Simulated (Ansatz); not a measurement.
**H₂SeO₂ (SMILES O[Se]O): one structure at several levels**

How do the functionals fare away from a minimum? The structure is a structure displaced at random from a GFN2-xTB minimum.

Method: single points in def2-TZVPP; program: Ansatz 0.2.0, Gaussian basis.

Cores are frozen in the correlated methods. Filled d shells of the heavier atoms are correlated.

### Step 1. The system as given

5 atoms, charge 0, spin multiplicity 1.

Atoms are counted from 1 here; the program's logs count them from 0.

Bond lengths: O1–Se2 1.625 Å, O1–H4 0.918 Å, Se2–O3 2.000 Å, O3–H5 0.906 Å. Angles: Se2–O1–H4 111.8°, O1–Se2–O3 98.4°, Se2–O3–H5 81.2°.

As a file:

```xyz
5
H2O2Se
O    -1.1067    0.4614   -0.6936
Se   -0.5618    0.2691    0.8255
O     1.2477   -0.4655    0.3942
H    -1.5627   -0.2783   -0.9883
H     1.4401    0.4178    0.3398
```

### Step 2. CCSD(T)/def2-TZVPP

Input file run/in.yaml:

```yaml
crystal:
  periodic: [false, false, false]
  atoms:
    - {symbol: O, position_ang: [-1.106700, 0.461400, -0.693600]}
    - {symbol: Se, position_ang: [-0.561800, 0.269100, 0.825500]}
    - {symbol: O, position_ang: [1.247700, -0.465500, 0.394200]}
    - {symbol: H, position_ang: [-1.562700, -0.278300, -0.988300]}
    - {symbol: H, position_ang: [1.440100, 0.417800, 0.339800]}
basis:
  gaussian: {orbitals: def2-TZVPP}
correlation: {method: ccsd_t}
output: {forces: true}
```

No record of the launch command was kept for these runs.

### Step 3. PBE0-D4/def2-TZVPP

run/in.yaml, as its differences from that of step 2:

```diff
@@ -10,3 +10,3 @@
   gaussian: {orbitals: def2-TZVPP}
-correlation: {method: ccsd_t}
-output: {forces: true}
+hamiltonian: {xc: pbe0, dispersion: d4}
+output: {forces: true, orbitals: {seedname: orbitals}}
```

### Step 4. wB97M-V/def2-TZVPP

run/in.yaml, as its differences from that of step 3:

```diff
@@ -10,3 +10,3 @@
   gaussian: {orbitals: def2-TZVPP}
-hamiltonian: {xc: pbe0, dispersion: d4}
-output: {forces: true, orbitals: {seedname: orbitals}}
+hamiltonian: {xc: {name: wB97M-V}}
+output: {forces: true}
```

### Step 5. r2SCAN-D4/def2-TZVPP

run/in.yaml, as its differences from that of step 4:

```diff
@@ -10,3 +10,3 @@
   gaussian: {orbitals: def2-TZVPP}
-hamiltonian: {xc: {name: wB97M-V}}
+hamiltonian: {xc: r2scan, dispersion: d4}
 output: {forces: true}
```

### Step 6. PBE-D4/def2-TZVPP

run/in.yaml, as its differences from that of step 5:

```diff
@@ -10,3 +10,3 @@
   gaussian: {orbitals: def2-TZVPP}
-hamiltonian: {xc: r2scan, dispersion: d4}
+hamiltonian: {xc: pbe, dispersion: d4}
 output: {forces: true}
```

### Step 7. revPBE-D4/def2-TZVPP

run/in.yaml, as its differences from that of step 6:

```diff
@@ -10,3 +10,3 @@
   gaussian: {orbitals: def2-TZVPP}
-hamiltonian: {xc: pbe, dispersion: d4}
+hamiltonian: {xc: {name: revPBE}, dispersion: d4}
 output: {forces: true}
```

### Step 8. SPW92/def2-TZVPP

run/in.yaml, as its differences from that of step 7:

```diff
@@ -10,3 +10,3 @@
   gaussian: {orbitals: def2-TZVPP}
-hamiltonian: {xc: {name: revPBE}, dispersion: d4}
+hamiltonian: {xc: lda}
 output: {forces: true}
```

(Steps that only read results are left out.)

**Question.** What will these runs give? Wanted: energy less free atoms, CCSD(T)/def2-TZVPP; RMS force component; RMS force error; HOMO and LUMO, PBE0-D4; T1 diagnostic.

**Answer**, as computed:

| quantity | value |
| --- | --- |
| energy less free atoms, CCSD(T)/def2-TZVPP | -318.1 kcal/mol |
| RMS force component | 2.634 to 2.949 eV/Å over the methods |
| RMS force error | PBE0-D4 0.133, wB97M-V 0.134, r2SCAN-D4 0.080, PBE-D4 0.364, revPBE-D4 0.418, SPW92 0.407 eV/Å |
| HOMO and LUMO, PBE0-D4 | -6.75 and -1.69 eV |
| T1 diagnostic | 0.014 |

What this shows: Against CCSD(T) the functionals' energies less atoms differ by -99.2 to -8.0 kcal/mol, PBE-D4 by -30.9 kcal/mol. A larger basis would deepen the CCSD(T) value, while the functionals are nearly converged already, so the order here is not reliable. For forces r2SCAN-D4 does best and revPBE-D4 worst. Frozen-core CCSD(T) forces in triple zeta carry basis errors of their own, and this is one geometry, so small gaps rank nothing.
